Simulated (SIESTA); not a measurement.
Pb2O under changes of volume

One of the cells (25.953 Å³/atom); the others are scaled copies at fixed shape and fractional positions:

```
Pb O
1.0
     5.38000    0.00000    0.00000
     0.00000    5.38000    0.00000
     0.00000    0.00000    5.38000
Pb O
4 2
Direct
  0.75000 0.25000 0.75000
  0.25000 0.75000 0.75000
  0.75000 0.75000 0.25000
  0.25000 0.25000 0.25000
  0.50000 0.50000 0.50000
  0.00000 0.00000 0.00000
```

| Item | Value |
| --- | --- |
| Program | SIESTA 5.4.2 |
| Functional | LDA |
| Potentials or basis | PseudoDojo 0.4 standard (LDA files) |
| Basis | DZP (energy shift 0.003 Ry; two zetas on semicore shells) |
| Grid cutoff | 800 Ry |
| Energy shift | 0.003 Ry |
| k mesh | 4 × 4 × 4 |
| Occupations | fermi-dirac, width 0.05 eV |
| Spin | no spin polarisation |

```csv
volume (Å³/atom),energy over the lowest point (meV/atom),pressure (GPa)
24.396,11.97,3.4
24.915,?,?
25.434,0.00,0.5
25.953,0.47,-0.7
26.473,4.63,-1.8
26.992,12.11,-2.8
27.511,22.62,-3.7
```

Q: What does the run at 24.915 Å³/atom give?

A: Energy over the lowest point 3.66 meV/atom; pressure 1.8 GPa.

Worked out: A Birch-Murnaghan fit of order 3 (a polynomial in V^(-2/3)) to the other rows has its minimum at 25.63 Å³/atom with B0 = V·E''(V) = 60 GPa and B' = 4.3. It gives 3.69 meV/atom at 24.915 Å³/atom, against the run's 3.66, and -dE/dV = 1.8 GPa, against 1.8.

Energies are extrapolated to zero smearing.

Caveats: the basis of atomic orbitals isn't converged, which shifts pressures, moduli and gaps.
